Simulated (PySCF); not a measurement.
# C3H8FNSi: the cost of one run

Computed with PySCF 2.14.0, with density-fitted response routines of our own, on a single molecule in the gas phase. Atoms are numbered from 0 throughout.

### 1 The starting structure

14 atoms, charge 0, multiplicity 1; geometry from: GFN2-xTB. The atoms were then displaced at random by about 0.01 Å, so the start is not that level's minimum.

Bonds of the start (Å): F0–Si1 1.62, Si1–C2 1.89, C2–C3 1.49, C3–C4 1.56, C4–N5 1.46, N5–Si1 1.70, Si1–H6 1.46, C2–H7 1.10, C2–H8 1.12, C3–H9 1.08, C3–H10 1.10, C4–H11 1.08, C4–H12 1.11, N5–H13 1.01.

### 2 Relaxing the molecule at PBE0-D3(BJ)/def2-SVP

What the job is given:

```
{"job": {"xc": "PBE0", "basis": "def2-SVP", "d3": "d3bj", "grid": 1, "shake": 0.01, "kind": "geom"}, "charge": 0, "multiplicity": 1}
F      0.760980     2.277270     1.351070
Si     0.410780     1.470420    -0.005300
C      1.255370    -0.210830    -0.155910
C      0.225230    -1.203930     0.270400
C     -1.160900    -0.658260    -0.189040
N     -1.136300     0.772020     0.126480
H      0.683400     2.434180    -1.062820
H      1.585270    -0.388620    -1.184960
H      2.166000    -0.317040     0.482980
H      0.360540    -2.203740    -0.128540
H      0.175910    -1.283810     1.370790
H     -1.293700    -0.824580    -1.248070
H     -2.011340    -1.122320     0.345450
H     -2.028400     1.244160     0.019710
```

Run with:

```sh
> OMP_NUM_THREADS=1 python probes_run.py task.json out
```

This one command runs all jobs of the session in turn.

Q: Estimate the wall time and peak memory of this first job on 1 thread of Arm Neoverse N1, shared host.

About 87 s, with a peak of 0.51 GiB.
